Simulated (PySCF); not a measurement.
# CH9BNP: the cost of one run

Programs: PySCF 2.14.0, with density-fitted response routines of our own. Each step states its level of theory. These are calculated values for one molecule in the gas phase, unless marked as measured. Atoms are numbered from 0 throughout.

## 1. The molecule as given

13 atoms, charge 0, multiplicity 1; geometry from: GFN2-xTB. The atoms were then displaced at random by about 0.01 Å, so the start is not that level's minimum.

Bonds of the start (Å): C0–N1 1.44, N1–B2 1.62, B2–P3 2.02, C0–H4 1.08, C0–H5 1.09, C0–H6 1.11, N1–H7 1.01, N1–H8 1.02, B2–H9 1.21, B2–H10 1.19, P3–H11 1.37, P3–H12 1.33.

## 2. Optimising the geometry at PBE0-D3(BJ)/def2-SVP

Job settings and geometry (Å):

```
{"job": {"xc": "PBE0", "basis": "def2-SVP", "d3": "d3bj", "grid": 1, "shake": 0.01, "kind": "geom"}, "charge": 0, "multiplicity": 1}
C     -1.733050     0.562930     0.436160
N     -0.526850     0.369100    -0.323720
B      0.561060    -0.579500     0.411040
P      2.080050    -0.683820    -0.910980
H     -2.217210    -0.382430     0.624720
H     -1.512480     1.058160     1.382330
H     -2.449270     1.218850    -0.109740
H     -0.702180    -0.068070    -1.219800
H     -0.062810     1.265650    -0.497520
H      0.894390    -0.042670     1.439840
H      0.069300    -1.647590     0.572390
H      2.770210     0.430870    -0.498960
H      2.834670    -1.518350    -0.194680
```

Run with:

```sh
$ OMP_NUM_THREADS=1 python probes_run.py task.json out
```

One launch serves the whole session: the jobs run in the order shown.

**Question.** How long does this first job take on 1 thread of Arm Neoverse V1, shared host, and how much memory does it need?

About 37 s, with a peak of 0.43 GiB.
